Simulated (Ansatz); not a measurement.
# C₈H₄Ti: vertical ionisation energy

The task here is to estimate one member of a computed series from the others.

Computed with Ansatz 0.2.0, Gaussian basis. Level: unrestricted cation, the program's frozen cores in correlated methods.

Levels to be run: UKS PBE-D4/def2-TZVPP; UKS r2SCAN-D4/def2-TZVPP; UKS PBE0-D4/def2-TZVPP; UKS B3LYP-D4/def2-TZVPP; UKS wB97X-V/def2-TZVPP; UKS wB97M-V/def2-TZVPP; UKS B2PLYP/def2-TZVPP; UHF-CCSD(T)/def2-TZVPP; UHF-MP2/def2-QZVPP; extrapolation to the limit; then −ε(HOMO) from the neutral's earlier runs with LDA (SPW92), PBE-D4, revPBE-D4, BLYP-D4, r2SCAN-D4, B97M-V, PBE0-D4, B3LYP-D4, r2SCANh-D4, r2SCAN0-D4, HSE06-D4, BHLYP-D4, CAM-B3LYP-D4, LC-ωPBE, ωB97X-V, ωB97M-V.

## Structure used throughout

All runs share one geometry, relaxed beforehand with PBE0-D4 in a triple-zeta def2 set.

SMILES `C#[C][Ti]([C]#C)([C]#C)[C]#C`, 13 atoms, charge 0, spin multiplicity 1.

Atoms are counted from 1 here; the program's logs count them from 0.

Bond lengths: C1–C2 1.216 Å, C1–H10 1.067 Å, C2–Ti3 2.009 Å, Ti3–C4 2.009 Å, Ti3–C6 2.009 Å, Ti3–C8 2.009 Å, C4–C5 1.216 Å, C5–H11 1.067 Å, C6–C7 1.216 Å, C7–H12 1.067 Å, C8–C9 1.216 Å, C9–H13 1.067 Å. Angles: C2–C1–H10 180.0°, C1–C2–Ti3 180.0°, C2–Ti3–C4 109.5°, C2–Ti3–C6 109.5°, C2–Ti3–C8 109.5°, C4–Ti3–C6 109.5°, C4–Ti3–C8 109.5°, C6–Ti3–C8 109.5°, Ti3–C4–C5 179.9°, C4–C5–H11 180.0°, Ti3–C6–C7 180.0°, C6–C7–H12 180.0°, Ti3–C8–C9 180.0°, C8–C9–H13 180.0°.

Set-up of the first run:

File in.yaml:

```yaml
crystal:
  periodic: [false, false, false]
  atoms:
    - {symbol: C, position_ang: [3.009290, 0.442370, -1.076880]}
    - {symbol: C, position_ang: [1.875160, 0.274476, -0.670515]}
    - {symbol: Ti, position_ang: [0.002159, -0.002673, 0.000893]}
    - {symbol: C, position_ang: [-1.058055, -1.017460, -1.370939]}
    - {symbol: C, position_ang: [-1.700967, -1.631923, -2.200802]}
    - {symbol: C, position_ang: [-0.861935, 1.780831, 0.329788]}
    - {symbol: C, position_ang: [-1.385255, 2.860661, 0.528965]}
    - {symbol: C, position_ang: [0.053013, -1.048426, 1.715416]}
    - {symbol: C, position_ang: [0.082825, -1.681797, 2.753455]}
    - {symbol: H, position_ang: [4.004409, 0.589712, -1.433451]}
    - {symbol: H, position_ang: [-2.264992, -2.171084, -2.929020]}
    - {symbol: H, position_ang: [-1.844426, 3.808151, 0.703721]}
    - {symbol: H, position_ang: [0.109075, -2.237536, 3.664269]}
basis:
  gaussian: {orbitals: def2-TZVPP}
total_charge: 1
magnetization: {spin_polarized: true, initial_magnetization: 1}
hamiltonian: {xc: pbe, dispersion: d4}
```

Run with:

```console
$ ansatz run in.yaml --threads 2 --pin off --events-out ev --progress --plain --max-ram 22528MiB --backend cuda --devices 0, --max-vram 18GiB
```

Steps of the session up to this table: Cation, UKS PBE-D4/def2-TZVPP; Cation, UKS r2SCAN-D4/def2-TZVPP; Cation, UKS PBE0-D4/def2-TZVPP; Cation, UKS B3LYP-D4/def2-TZVPP; Cation, UKS wB97X-V/def2-TZVPP; Cation, UKS wB97M-V/def2-TZVPP; Cation, UKS B2PLYP (frozen core)/def2-TZVPP; Cation, UHF-CCSD(T)/def2-TZVPP; Cation, UHF-MP2/def2-QZVPP.

One of the session's tables, all rows but one given; the rest of the session is left out.

For comparison, −ε(HOMO) of the neutral from earlier runs:

| functional | −ε(HOMO) (eV) |
| --- | --- |
| LDA (SPW92) | 7.22 |
| PBE-D4 | 7.01 |
| revPBE-D4 | 6.94 |
| BLYP-D4 | ? |
| r2SCAN-D4 | 7.23 |
| B97M-V | 7.18 |
| PBE0-D4 | 8.15 |
| B3LYP-D4 | 7.90 |
| r2SCANh-D4 | 7.66 |
| r2SCAN0-D4 | 8.30 |
| HSE06-D4 | 7.75 |
| BHLYP-D4 | 9.12 |
| CAM-B3LYP-D4 | 9.45 |
| LC-ωPBE | 10.90 |
| ωB97X-V | 10.46 |
| ωB97M-V | 10.34 |

**Question.** Estimate the row for BLYP-D4.

Worked estimate for «−ε(HOMO) (eV)». Against the share of exact exchange, B3LYP-D4 (0.2, 7.90), BHLYP-D4 (0.5, 9.12) give a slope of 4.07 per unit share; at 0 the line stands at 7.09.

**Answer.** −ε(HOMO) (eV): 6.82. In «−ε(HOMO) (eV)» the line misses by +0.27.

Caveats from the session: In point group Td the highest level is often degenerate; the cation then breaks the symmetry, and the runs may pick different components.
